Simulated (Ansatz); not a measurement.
The system is Mn3Si.

```
Mn Si
1.0
     2.79120    0.00000    0.00000
     0.00000    2.79120    0.00000
     0.00000    0.00000    5.68433
Mn Si
3 1
Direct
  0.50000 0.50000 0.00000
  0.00000 0.00000 0.25345
  0.00000 0.00000 0.74655
  0.50000 0.50000 0.50000
```

Measurements of this composition are mostly on another form, of space group No. 225.

Base run:

| Property | Result |
| --- | --- |
| Program | Ansatz 0.2.0 |
| Functional | PBEsol |
| Potentials or basis | all-electron LAPW, scalar-relativistic |
| Cutoff | 315 eV |
| Density cutoff | 1259 eV |
| Basis error allowed | 0.001 eV/atom |
| k mesh | 10 × 10 × 5 |
| Occupations | fermi-dirac, width 0.05 eV |
| Spin | collinear spin, ferromagnetic start |
| Starting moments | [4.0, 4.0, 4.0, 0.0] μB |

Its results: pressure -10.6 GPa; net moment 1.12 μB per cell; site moments Mn +1.73, -0.32; Si +0.03 μB; largest force 0.104 eV/Å.

**Question.** The run is repeated on the same cell with these changes: functional from PBEsol to LDA; basis error allowed from 0.001 eV/atom to 0.002 eV/atom. What comes out?

**Answer.** Pressure -18.8 GPa; net moment 1.01 μB per cell; site moments Mn +1.35, -0.18; Si +0.02 μB; largest force 0.219 eV/Å.

Not every run made on this cell is shown here.
